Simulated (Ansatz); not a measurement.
# Te3MoPt: the cost of one run

Program: Ansatz 0.2.0. Level of theory: DFT PBE, scalar-relativistic, plane waves, PAW. These are calculated values, not measurements.

## Step 1: The structure to begin with

The structure is trigonal, space group R-3m (No. 166). The conventional cell has a = 6.436 Å, b = 6.436 Å, c = 12.033 Å, α = 90.00°, β = 90.00°, γ = 120.00°. Te (site symmetry 2/m) is surrounded by 2 Mo at 2.73 Å and 4 Te at 3.22 Å and 2 Pt at 3.22 Å. Mo (site symmetry -3m) has 6 Te at 2.73 Å as nearest neighbours. Around Pt (site symmetry -3m) lie 6 Te at 3.22 Å.

As a file:

```
CELL_PARAMETERS angstrom
3.21817 1.85801 4.01084
-3.21817 1.85801 4.01084
0.00000 -3.71602 4.01084
ATOMIC_POSITIONS crystal
Te 0.50000 0.50000 0.00000
Te 0.00000 0.50000 0.50000
Te 0.50000 0.00000 0.50000
Mo 0.50000 0.50000 0.50000
Pt 0.00000 0.00000 0.00000
```

The cell is invented: random cell by space group and Wyckoff sites (R-3m, No. 166). Lengths come from tabulated atomic sizes and are only a guess.

## Step 2: A first look at the guess

input.yaml reads:

```yaml
crystal:
  lattice:
    - [3.21816743, 1.85800983, 4.01084211]
    - [-3.21816743, 1.85800983, 4.01084211]
    - [0.0, -3.71601966, 4.01084211]
  atoms:
    - { symbol: Te, position: [0.5, 0.5, 0.0] }
    - { symbol: Te, position: [0.0, 0.5, 0.5] }
    - { symbol: Te, position: [0.5, 0.0, 0.5] }
    - { symbol: Mo, position: [0.5, 0.5, 0.5] }
    - { symbol: Pt, position: [0.0, 0.0, 0.0] }
basis:
  ecutwfc: 420
kpoints:
  mp_grid: { grid: [3, 3, 3] }
hamiltonian:
  xc: pbe
scf:
  occupations: { method: gaussian, width: 0.1 }
  lower_state_search: "off"
output:
  forces: true
  stress: true
  eigenvalues: true
```

Run with:

```sh
$ ansatz run input.yaml --threads 1 --pin off --max-ram 2560MiB --backend cpu --events-out ev --progress --plain --runs-dir out
```

What time and memory should one allow on 1 thread of Intel Xeon Platinum 8375C at 2.90GHz (Ice Lake), shared host?

About 2.9 s, with a peak of 0.44 GiB.
